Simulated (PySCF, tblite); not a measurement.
**C6H11B: a rotation path, then NMR shifts on frames, part 1 of 2**

How do NMR shifts of C6H11B (`B/C(=C\C)C(=C)C`) change as the atoms move?

Programs: tblite 0.8.0 and PySCF 2.14.0, with density-fitted response routines of our own. Each step states its level of theory. These are calculated values for one molecule in the gas phase, unless marked as measured. Atoms are numbered from 0 throughout.

### Step 1. The starting structure

18 atoms, charge 0, multiplicity 1; geometry from: GFN2-xTB.

Bonds of the start (Å): B0–C1 1.55, C1–C2 1.35, C2–C3 1.49, C1–C4 1.48, C4–C5 1.33, C4–C6 1.50, B0–H7 1.17, B0–H8 1.17, C2–H9 1.08, C3–H10 1.09, C3–H11 1.09, C3–H12 1.09, C5–H13 1.08, C5–H14 1.08, C6–H15 1.09, C6–H16 1.09, C6–H17 1.09.

### Step 2. A band between two rotamers with GFN2-xTB

What the job is given:

```
{"job": {"kind": "neb", "xc": "GFN2-xTB", "basis": "xTB", "atoms": [0, 1, 4, 6], "turn": 180}, "charge": 0, "multiplicity": 1}
B      0.659377     1.249800     1.295960
C      0.199986     0.289793     0.165723
C      1.042014    -0.281964    -0.715651
C      2.520247    -0.112683    -0.757812
C     -1.243357    -0.027081     0.091874
C     -2.145395     0.878284     0.459414
C     -1.667987    -1.375946    -0.415942
H      0.140840     1.192401     2.343085
H      1.509852     2.035889     1.129808
H      0.660848    -0.964386    -1.467119
H      2.848714     0.713863    -0.135567
H      3.005787    -1.022680    -0.400660
H      2.849074     0.047446    -1.784595
H     -3.203691     0.681038     0.414472
H     -1.854248     1.855702     0.804789
H     -1.551315    -1.434710    -1.498082
H     -1.065118    -2.162755     0.033978
H     -2.714386    -1.555692    -0.181998
```

Level: GFN2-xTB climbing-image nudged elastic band, gas phase.

The run is started by

```console
OMP_NUM_THREADS=1 python probes_run.py task.json out
```

One launch serves the whole session: the jobs run in the order shown.

What it wrote:

```text
image   E - E0 / eV
  0       0.0000
  1       0.0177
  2       0.0199
  3      -0.0013
  4       0.0201
  5       0.0726
  6       0.0787
  7      -0.0013
  8      -0.0324
```

Wall time 12 s (1 thread of Intel Xeon at 2.50GHz, shared host); peak memory 0.18 GiB.

The final band, with the dihedral B0–C1–C4–C6:

```
image  dihedral (°)  energy (eV)  energy (kcal/mol)
    0          -148        0.000                0.0
    1          -123        0.018                0.4
    2           -97        0.020                0.5
    3           -71       -0.001                0.0
    4           -45        0.020                0.5
    5           -17        0.073                1.7
    6             7        0.079                1.8
    7            34       -0.001                0.0
    8            59       -0.032               -0.7
```

### Step 3. NMR shieldings: image 0, PBE0/pcSseg-1

What the job is given:

```
{"job": {"kind": "nmr", "xc": "PBE0", "basis": "pcSseg-1", "pop": false}, "charge": 0, "multiplicity": 1}
B      0.659400     1.249800     1.296000
C      0.200000     0.289800     0.165700
C      1.042000    -0.282000    -0.715700
C      2.520200    -0.112700    -0.757800
C     -1.243400    -0.027100     0.091900
C     -2.145400     0.878300     0.459400
C     -1.668000    -1.375900    -0.415900
H      0.140800     1.192400     2.343100
H      1.509900     2.035900     1.129800
H      0.660800    -0.964400    -1.467100
H      2.848700     0.713900    -0.135600
H      3.005800    -1.022700    -0.400700
H      2.849100     0.047400    -1.784600
H     -3.203700     0.681000     0.414500
H     -1.854200     1.855700     0.804800
H     -1.551300    -1.434700    -1.498100
H     -1.065100    -2.162800     0.034000
H     -2.714400    -1.555700    -0.182000
```

Method: GIAO PBE0/pcSseg-1 NMR shielding, non-relativistic, gas phase.

What it wrote:

```text
coarse grid: 14424 points
cycle   1  E = -259.5883511072  dE =  6.491e-01  |g| = 4.171e-01  |ddm| = 3.706e+00
cycle   2  E = -259.5850478850  dE =  3.303e-03  |g| = 4.424e-01  |ddm| = 8.927e-01
cycle   3  E = -259.6370113771  dE = -5.196e-02  |g| = 8.778e-02  |ddm| = 5.182e-01
cycle   4  E = -259.6387114144  dE = -1.700e-03  |g| = 3.694e-02  |ddm| = 1.044e-01
cycle   5  E = -259.6390722593  dE = -3.608e-04  |g| = 4.279e-03  |ddm| = 3.776e-02
cycle   6  E = -259.6390778185  dE = -5.559e-06  |g| = 1.525e-03  |ddm| = 6.466e-03
final grid: 137552 points
cycle   7  E = -259.6805661366  dE = -4.541e-05  |g| = 8.607e-03  |ddm| = 3.614e-02
cycle   8  E = -259.6805594734  dE =  6.663e-06  |g| = 9.916e-03  |ddm| = 1.915e-02
cycle   9  E = -259.6805858483  dE = -2.637e-05  |g| = 1.913e-03  |ddm| = 1.116e-02
cycle  10  E = -259.6805868073  dE = -9.590e-07  |g| = 2.312e-04  |ddm| = 1.885e-03
cycle  11  E = -259.6805868203  dE = -1.304e-08  |g| = 7.825e-05  |ddm| = 2.732e-04
cycle  12  E = -259.6805868216  dE = -1.299e-09  |g| = 3.587e-05  |ddm| = 9.334e-05
cycle  13  E = -259.6805868219  dE = -3.085e-10  |g| = 1.060e-05  |ddm| = 3.987e-05
converged SCF energy = -259.6805868219

GIAO shielding tensors (ppm)
atom      isotropic    diamagn.    paramagn.     s11        s22        s33       span
  0 B       24.173     195.033    -170.860    -32.808    -25.500    130.827    163.635
  1 C       27.235     256.991    -229.756    -70.641      0.113    152.234    222.875
  2 C       31.098     257.334    -226.236    -77.326     11.140    159.480    236.806
  3 C      164.875     248.139     -83.264    147.046    160.909    186.670     39.624
  4 C       30.782     259.782    -229.000    -85.712     24.710    153.346    239.058
  5 C       64.800     254.241    -189.441    -31.632     83.225    142.808    174.440
  6 C      162.089     247.576     -85.488    143.354    158.681    184.231     40.877
  7 H       24.205      31.809      -7.604     17.238     26.363     29.013     11.775
  8 H       23.967      31.888      -7.922     17.079     25.970     28.850     11.771
  9 H       24.852      35.146     -10.294     20.704     22.946     30.907     10.203
 10 H       29.106      30.788      -1.682     24.774     28.694     33.849      9.075
 11 H       29.712      28.377       1.334     25.909     27.784     35.443      9.535
 12 H       29.761      28.303       1.459     25.940     27.647     35.697      9.757
 13 H       26.424      30.935      -4.511     24.008     25.122     30.141      6.133
 14 H       27.151      33.080      -5.929     23.947     25.881     31.625      7.678
 15 H       29.216      30.205      -0.989     25.458     28.116     34.073      8.615
 16 H       29.985      30.745      -0.760     26.548     28.885     34.523      7.975
 17 H       29.718      29.514       0.204     25.872     28.765     34.517      8.645
```

It took 57 s on 1 thread of Intel Xeon at 2.50GHz, shared host; peak memory 0.86 GiB.

The references, computed at this level on geometries of the same kind, shield at (ppm): ¹H TMS 31.72, ¹³C TMS 186.9, ¹¹B BF3·OEt2 100.1. Their shielding less the atom's gives the shift. The references are single molecules in the gas phase. Each atom is listed at this fixed geometry, with no averaging over motion; a spectrum would average atoms that exchange fast.

```
atoms                           environment  σ (ppm)  δ (ppm)
   C1       fully substituted alkene carbon     27.2    159.7
   C4       fully substituted alkene carbon     30.8    156.1
   C2                             alkene CH     31.1    155.8
   C5                  terminal =CH2 carbon     64.8    122.1
   C6                 allylic methyl carbon    162.1     24.8
   C3                 allylic methyl carbon    164.9     22.1
   H8       hydrogen on a boron bonded to C    23.97     7.75
   H7       hydrogen on a boron bonded to C    24.20     7.51
   H9              hydrogen on an alkene CH    24.85     6.86
  H13    hydrogen on a terminal =CH2 carbon    26.42     5.29
  H14    hydrogen on a terminal =CH2 carbon    27.15     4.57
  H10  hydrogen on an allylic methyl carbon    29.11     2.61
  H15  hydrogen on an allylic methyl carbon    29.22     2.50
  H11  hydrogen on an allylic methyl carbon    29.71     2.01
  H17  hydrogen on an allylic methyl carbon    29.72     2.00
  H12  hydrogen on an allylic methyl carbon    29.76     1.96
  H16  hydrogen on an allylic methyl carbon    29.99     1.73
   B0                boron bonded to C, 2 H     24.2     75.9
```

### Step 4. Nuclear shieldings: image 3, PBE0/pcSseg-1

What the job is given:

```
{"job": {"kind": "nmr", "xc": "PBE0", "basis": "pcSseg-1", "pop": false}, "charge": 0, "multiplicity": 1}
B      0.743000     0.313100     1.628900
C      0.234900     0.137100     0.181500
C      1.000400     0.182700    -0.921500
C      2.481800     0.323800    -0.956200
C     -1.230600    -0.042000    -0.010800
C     -1.964200     0.915200    -0.560000
C     -1.815700    -1.348400     0.432300
H      0.212800    -0.221900     2.524300
H      1.637000     1.032500     1.857300
H      0.532900     0.056000    -1.893500
H      2.868900     0.662100     0.000200
H      2.948200    -0.633600    -1.193400
H      2.768100     1.027300    -1.737100
H     -3.028000     0.809300    -0.692900
H     -1.530500     1.846000    -0.885400
H     -1.547400    -2.128200    -0.281500
H     -1.420200    -1.636900     1.402700
H     -2.900100    -1.288000     0.486700
```

Level: GIAO PBE0/pcSseg-1 NMR shielding, non-relativistic, gas phase.

What it wrote:

```text
coarse grid: 14424 points
cycle   1  E = -259.5898505045  dE =  6.428e-01  |g| = 4.174e-01  |ddm| = 3.666e+00
cycle   2  E = -259.5895439372  dE =  3.066e-04  |g| = 4.305e-01  |ddm| = 8.508e-01
cycle   3  E = -259.6389865219  dE = -4.944e-02  |g| = 7.150e-02  |ddm| = 4.721e-01
cycle   4  E = -259.6399048360  dE = -9.183e-04  |g| = 3.924e-02  |ddm| = 8.771e-02
cycle   5  E = -259.6402910299  dE = -3.862e-04  |g| = 7.106e-03  |ddm| = 3.771e-02
cycle   6  E = -259.6403040767  dE = -1.305e-05  |g| = 2.939e-03  |ddm| = 9.099e-03
cycle   7  E = -259.6403061885  dE = -2.112e-06  |g| = 6.954e-04  |ddm| = 2.927e-03
final grid: 137552 points
cycle   8  E = -259.6819540392  dE = -5.022e-05  |g| = 8.335e-03  |ddm| = 4.119e-02
cycle   9  E = -259.6819510159  dE =  3.023e-06  |g| = 9.016e-03  |ddm| = 1.747e-02
cycle  10  E = -259.6819729409  dE = -2.193e-05  |g| = 1.367e-03  |ddm| = 9.444e-03
cycle  11  E = -259.6819734030  dE = -4.621e-07  |g| = 2.796e-04  |ddm| = 1.336e-03
cycle  12  E = -259.6819734203  dE = -1.735e-08  |g| = 9.961e-05  |ddm| = 3.115e-04
cycle  13  E = -259.6819734228  dE = -2.498e-09  |g| = 4.815e-05  |ddm| = 1.376e-04
cycle  14  E = -259.6819734234  dE = -5.865e-10  |g| = 7.465e-06  |ddm| = 4.343e-05
converged SCF energy = -259.6819734234

GIAO shielding tensors (ppm)
atom      isotropic    diamagn.    paramagn.     s11        s22        s33       span
  0 B       30.663     194.532    -163.868    -26.217    -17.313    135.520    161.738
  1 C       21.745     259.741    -237.996    -76.183     -1.000    142.416    218.599
  2 C       27.992     255.928    -227.937    -76.207     14.524    145.657    221.865
  3 C      165.239     249.008     -83.769    146.445    161.614    187.656     41.211
  4 C       25.684     261.104    -235.420    -91.367     20.581    147.840    239.206
  5 C       69.717     253.352    -183.634    -25.742     88.181    146.713    172.454
  6 C      161.880     246.640     -84.760    146.325    153.164    186.152     39.828
  7 H       24.659      31.334      -6.675     18.526     26.973     28.476      9.949
  8 H       24.162      31.604      -7.443     17.642     26.621     28.223     10.581
  9 H       24.881      34.569      -9.688     21.222     24.051     29.371      8.149
 10 H       29.096      30.994      -1.898     25.110     28.649     33.530      8.421
 11 H       29.762      28.635       1.127     26.011     27.837     35.438      9.427
 12 H       29.907      28.420       1.487     26.025     27.762     35.933      9.909
 13 H       26.753      31.158      -4.405     24.456     25.518     30.284      5.828
 14 H       26.865      33.022      -6.156     23.914     25.778     30.905      6.991
 15 H       29.745      29.853      -0.108     26.125     28.347     34.762      8.637
 16 H       29.189      30.233      -1.043     25.188     28.123     34.257      9.069
 17 H       29.736      29.503       0.232     26.064     28.323     34.820      8.756
```

Run time: 56 s. Hardware: 1 thread of Intel Xeon at 2.50GHz, shared host; peak memory 0.79 GiB.

In short: δ C1 165.2, C4 161.2, C2 158.9, C5 117.2, H8 7.56, H7 7.06 ppm.

(Continued in part 2 of 2.)
